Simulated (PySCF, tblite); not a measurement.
# C₆H₆BF₅: geometry, infrared bands and NMR shifts

Aim: predict the infrared bands and NMR shifts of C₆H₆BF₅ (`FB(F)[C@]12C[C@](C(F)(F)F)(C1)C2`).

Programs: tblite 0.8.0 and PySCF 2.14.0, with density-fitted response routines of our own. Each step states its level of theory. These are calculated values for one molecule in the gas phase, unless marked as measured. Atoms are numbered from 0 throughout.

### Step 1. The molecule as given

18 atoms, charge 0, multiplicity 1; geometry from: force field or distance geometry start.

Bonds of the start (Å): F0–B1 1.47, B1–F2 1.47, B1–C3 1.44, C3–C4 1.51, C4–C5 1.49, C5–C6 1.38, C6–F7 1.39, C6–F8 1.38, C6–F9 1.40, C5–C10 1.48, C5–C11 1.53, C10–C3 1.52, C11–C3 1.48, C4–H12 1.09, C4–H13 1.12, C10–H14 1.11, C10–H15 1.13, C11–H16 1.09, C11–H17 1.10.

### Step 2. Relaxing the molecule with GFN2-xTB

What the job is given:

```
{"job": {"kind": "relax", "xc": "GFN2-xTB", "basis": "xTB"}, "charge": 0, "multiplicity": 1}
F      3.412100    -0.288800    -0.567600
B      2.378200    -0.616300     0.420300
F      2.966000    -0.759600     1.762400
C      0.993500    -0.314000     0.171400
C      0.415600     0.438400    -1.002800
C     -0.776900     0.208600    -0.135700
C     -2.104600     0.495600    -0.393200
F     -2.946700     0.150700     0.656300
F     -2.347500     1.836500    -0.603100
F     -2.600500    -0.159400    -1.524200
C      0.086600     0.577900     1.011800
C     -0.196000    -1.192100     0.045100
H      0.839800     1.444800    -1.031000
H      0.441600    -0.141300    -1.965000
H      0.535800     1.589000     1.059300
H     -0.163800     0.159200     2.027500
H     -0.303800    -1.762200    -0.877500
H     -0.638100    -1.660500     0.934200
```

Run with:

```console
> OMP_NUM_THREADS=1 python probes_run.py task.json out
```

One launch serves the whole session: the jobs run in the order shown.

**Question.** This job is followed by: GFN2-xTB harmonic vibrations, gas phase; GIAO PBE0/pcSseg-1 NMR shielding, non-relativistic, gas phase. What will the session give for the following? strongest single infrared mode (GFN2-xTB); zero-point energy (GFN2-xTB); 13C shifts against TMS (PBE0/pcSseg-1, means over atoms taken as alike); 1H shifts against TMS (PBE0/pcSseg-1, means over atoms taken as alike); 19F shifts against CFCl3 (PBE0/pcSseg-1, means over atoms taken as alike); 11B shifts against BF3·OEt2 (PBE0/pcSseg-1).

The runs gave:

| quantity | value |
| --- | --- |
| strongest single infrared mode (GFN2-xTB) | 1287 cm⁻¹, 395 km/mol |
| zero-point energy (GFN2-xTB) | 74.2 kcal/mol |
| 13C shifts against TMS (PBE0/pcSseg-1, means over atoms taken as alike) | 131.4, 52.2, 40.9, 23.7 ppm |
| 1H shifts against TMS (PBE0/pcSseg-1, means over atoms taken as alike) | 2.05 ppm |
| 19F shifts against CFCl3 (PBE0/pcSseg-1, means over atoms taken as alike) | -73.6, -94.3 ppm |
| 11B shifts against BF3·OEt2 (PBE0/pcSseg-1) | 24.1 ppm |

Over 46 steps the energy fell by 1.829 eV; of the close pairs, B1–F2 changed most, 1.472 to 1.315 Å. The lowest mode is slightly imaginary (5i cm⁻¹), a soft motion within the noise of the Hessian, so the minimum is not strictly shown. The strongest single mode, at 1287 cm⁻¹, moves mainly B1. GFN2-xTB is a fitted tight-binding method: band positions and strengths are rough. Its intensities can rank the bands wrongly. At PBE0/pcSseg-1: The largest span, 314 ppm, is at F0, F2, where the paramagnetic term is -223 ppm.
